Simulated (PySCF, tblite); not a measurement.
**C3H9ClGeO: geometry, infrared bands and NMR shifts**

Aim: predict the infrared bands and NMR shifts of C3H9ClGeO (`CC[O][GeH2][CH2]Cl`).

The runs use tblite 0.8.0 and PySCF 2.14.0, with density-fitted response routines of our own; the level of theory stands in each step. All values are computed, except where a source is named. Atoms are numbered from 0 throughout.

## 1. Starting geometry

15 atoms, charge 0, multiplicity 1; geometry from: force field or distance geometry start.

Bonds of the start (Å): C0–C1 1.49, C1–O2 1.40, O2–Ge3 1.76, Ge3–C4 1.92, C4–Cl5 1.76, C0–H6 1.13, C0–H7 1.10, C0–H8 1.11, C1–H9 1.12, C1–H10 1.13, Ge3–H11 1.58, Ge3–H12 1.56, C4–H13 1.13, C4–H14 1.14.

## 2. Geometry optimisation with GFN2-xTB

Job settings and geometry (Å):

```
{"job": {"kind": "relax", "xc": "GFN2-xTB", "basis": "xTB"}, "charge": 0, "multiplicity": 1}
C     -2.526900     0.230500    -0.318300
C     -1.082200     0.002400    -0.013200
O     -0.426000    -0.810200    -0.941800
Ge     1.250600    -0.962900    -0.420500
C      2.284600     0.645300    -0.537200
Cl     2.268100     1.519500     0.994100
H     -2.598600     0.605400    -1.379200
H     -3.073400    -0.727600    -0.253500
H     -3.013300     0.919200     0.404000
H     -0.535800     0.976000     0.102700
H     -1.002100    -0.552900     0.967100
H      1.203200    -1.406400     1.098400
H      1.976500    -2.135000    -1.142700
H      3.347900     0.340400    -0.744200
H      1.922900     1.364300    -1.343100
```

Command:

```console
$ OMP_NUM_THREADS=1 python probes_run.py task.json out
```

One launch serves the whole session: the jobs run in the order shown.

**Question.** This job is followed by: GFN2-xTB harmonic vibrations, gas phase; GIAO PBE0/pcSseg-1 NMR shielding, non-relativistic, gas phase. Predict these results of the whole session: strongest single infrared mode (GFN2-xTB); zero-point energy (GFN2-xTB); ¹³C shifts against TMS (PBE0/pcSseg-1); ¹H shifts against TMS (PBE0/pcSseg-1, means over atoms taken as alike); ¹⁷O shifts against H2O (PBE0/pcSseg-1); ⁷³Ge shifts against GeMe4 (PBE0/pcSseg-1); ³⁵Cl shifts against HCl (PBE0/pcSseg-1).

**Answer**, as computed:

```
                                                              quantity                       value
                             strongest single infrared mode (GFN2-xTB)       2012 cm⁻¹, 489 km/mol
                                          zero-point energy (GFN2-xTB)               68.9 kcal/mol
                                ¹³C shifts against TMS (PBE0/pcSseg-1)        67.7, 35.6, 21.2 ppm
¹H shifts against TMS (PBE0/pcSseg-1, means over atoms taken as alike)  5.12, 4.14, 3.22, 1.29 ppm
                                ¹⁷O shifts against H2O (PBE0/pcSseg-1)                    30.5 ppm
                             ⁷³Ge shifts against GeMe4 (PBE0/pcSseg-1)                     -16 ppm
                               ³⁵Cl shifts against HCl (PBE0/pcSseg-1)                      37 ppm
```

In words: The optimisation took 69 steps and gained 0.581 eV; among the close pairs (by a distance rule), Ge3–C4 changed most, from 1.915 to 1.999 Å. All 39 modes are real, so the xTB geometry is a minimum. The strongest single mode, at 2012 cm⁻¹, moves mainly H12. GFN2-xTB is a fitted tight-binding method: band positions and strengths are rough. Its intensities can rank the bands wrongly. C1 (sp3 CH2 bonded to O) lies farthest downfield among carbon, at 67.7 ppm; pulled downfield by the heteroatom. At PBE0/pcSseg-1: The widest tensor belongs to Cl5: span 267 ppm, with a paramagnetic part of -235 ppm. Spin-orbit coupling is left out, which matters for shieldings and couplings at and beside the heavy atoms.
